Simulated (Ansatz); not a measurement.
Molecular dynamics of Ta

Input file:

```yaml
accuracy: low
crystal:
  lattice:
    - [6.935705, 0.0, 0.0]
    - [0.0, 6.935705, 0.0]
    - [0.0, 0.0, 6.935705]
  atoms:
    - { symbol: Ta, position: [0.0, 0.0, 0.0] }
    - { symbol: Ta, position: [0.5, 0.0, 0.0] }
    - { symbol: Ta, position: [0.0, 0.5, 0.0] }
    - { symbol: Ta, position: [0.0, 0.0, 0.5] }
    - { symbol: Ta, position: [0.25, 0.25, 0.25] }
    - { symbol: Ta, position: [0.5, 0.5, 0.0] }
    - { symbol: Ta, position: [0.5, 0.0, 0.5] }
    - { symbol: Ta, position: [0.75, 0.25, 0.25] }
    - { symbol: Ta, position: [0.0, 0.5, 0.5] }
    - { symbol: Ta, position: [0.25, 0.75, 0.25] }
    - { symbol: Ta, position: [0.25, 0.25, 0.75] }
    - { symbol: Ta, position: [0.5, 0.5, 0.5] }
    - { symbol: Ta, position: [0.75, 0.75, 0.25] }
    - { symbol: Ta, position: [0.75, 0.25, 0.75] }
    - { symbol: Ta, position: [0.25, 0.75, 0.75] }
    - { symbol: Ta, position: [0.75, 0.75, 0.75] }
basis:
  ecutwfc: 420.0
kpoints:
  mp_grid: { grid: [2, 2, 2] }
hamiltonian:
  xc: pbesol
scf:
  occupations: { method: fermi_dirac, width: 0.3 }
  lower_state_search: "off"
md:
  timestep: 2.25
  n_steps: 190
  ensemble: nvt_langevin
  temperature: 3500.0
  initial_velocities: maxwell_boltzmann
  seed: 723593
  friction: 0.02
```

Command:

```bash
$ ansatz run input.yaml --threads 2 --pin off --max-ram 5120MiB --backend cpu --events-out ev --progress --plain --runs-dir out
```

It starts from a structure without forces on its atoms.

Output, in part (step lines):

```
md step     0: t =     0.00 fs  T =  3281.2 K  F+E_penalty+E_count = -156903.40379619 eV  E_kin = 6.786150 eV  (6 SCF iters)
md step     1: t =     2.25 fs  T =  3434.1 K  F+E_penalty+E_count = -156903.39136661 eV  E_kin = 7.102248 eV  (6 SCF iters)
md step     2: t =     4.50 fs  T =  4036.2 K  F+E_penalty+E_count = -156903.35154070 eV  E_kin = 8.347601 eV  (6 SCF iters)
md step     3: t =     6.75 fs  T =  4054.4 K  F+E_penalty+E_count = -156903.28064171 eV  E_kin = 8.385233 eV  (6 SCF iters)
md step     4: t =     9.00 fs  T =  4110.8 K  F+E_penalty+E_count = -156903.17757896 eV  E_kin = 8.501704 eV  (6 SCF iters)
md step     5: t =    11.25 fs  T =  4059.8 K  F+E_penalty+E_count = -156903.04210889 eV  E_kin = 8.396416 eV  (5 SCF iters)
md step     6: t =    13.50 fs  T =  3958.7 K  F+E_penalty+E_count = -156902.87964671 eV  E_kin = 8.187305 eV  (5 SCF iters)
md step     7: t =    15.75 fs  T =  4327.5 K  F+E_penalty+E_count = -156902.68290201 eV  E_kin = 8.949983 eV  (5 SCF iters)
[... lines left out ...]
md step   189: t =   425.25 fs  T =  3302.2 K  F+E_penalty+E_count = -156896.78011546 eV  E_kin = 6.829401 eV  (6 SCF iters)
md step   190: t =   427.50 fs  T =  3362.7 K  F+E_penalty+E_count = -156896.72065235 eV  E_kin = 6.954663 eV  (6 SCF iters)
```

The steps, from the saved trajectory:

| time (fs) | T (K) | potential energy less start (eV) |
| --- | --- | --- |
| 0.0 | 3281 | 0.000 |
| 13.5 | 3959 | 0.524 |
| 27.0 | 2352 | 1.975 |
| 40.5 | 2032 | 3.543 |
| 54.0 | 2598 | 4.651 |
| 67.5 | 1931 | 5.740 |
| 81.0 | 2792 | 6.131 |
| 94.5 | 2703 | 5.983 |
| 108.0 | 3402 | 5.279 |
| 121.5 | 3260 | 5.042 |
| 135.0 | 2337 | 5.374 |
| 148.5 | 2218 | 5.649 |
| 162.0 | 2292 | 5.988 |
| 175.5 | 2422 | 6.272 |
| 189.0 | 2648 | 6.188 |
| 202.5 | 3612 | 6.002 |
| 216.0 | 2666 | 5.875 |
| 229.5 | 2376 | 5.764 |
| 243.0 | 3287 | 5.966 |
| 256.5 | 3039 | 6.041 |
| 270.0 | 4132 | 6.992 |
| 283.5 | 4573 | 8.457 |
| 297.0 | 2566 | 10.013 |
| 310.5 | 2260 | 10.007 |
| 324.0 | 3275 | 8.699 |
| 337.5 | 3259 | 7.644 |
| 351.0 | 2591 | 7.122 |
| 364.5 | 3333 | 6.954 |
| 378.0 | 2444 | 6.810 |
| 391.5 | 3665 | 6.580 |
| 405.0 | 2952 | 6.361 |
| 418.5 | 3218 | 6.487 |

The run went to its last step. The mean temperature of the second half is 10 % below the set value. A run of 0.43 ps of so small a system gives no equilibrium averages. Limits of this set-up: coarse k mesh, low accuracy level.

Mean squared displacements from the first frame to the last, about the centre of mass: Ta 0.16 Å².

Last frame:

```xyz
16
Lattice="6.9357 0.0000 0.0000 0.0000 6.9357 0.0000 0.0000 0.0000 6.9357" Properties=species:S:1:pos:R:3
Ta -0.040 0.154 -0.477
Ta 3.534 -0.065 -0.161
Ta 0.115 3.139 0.217
Ta -0.051 0.041 3.598
Ta 1.495 1.712 1.655
Ta 3.763 3.615 -0.179
Ta 3.558 0.383 3.315
Ta 5.066 2.038 1.569
Ta -0.236 3.738 3.402
Ta 1.881 5.375 1.343
Ta 1.590 1.896 5.058
Ta 3.071 3.921 3.620
Ta 5.429 5.324 1.322
Ta 4.922 2.249 4.908
Ta 1.235 4.820 5.487
Ta 5.330 5.454 4.883
```

Run time: 11 min on 2 CPU threads of a shared host.
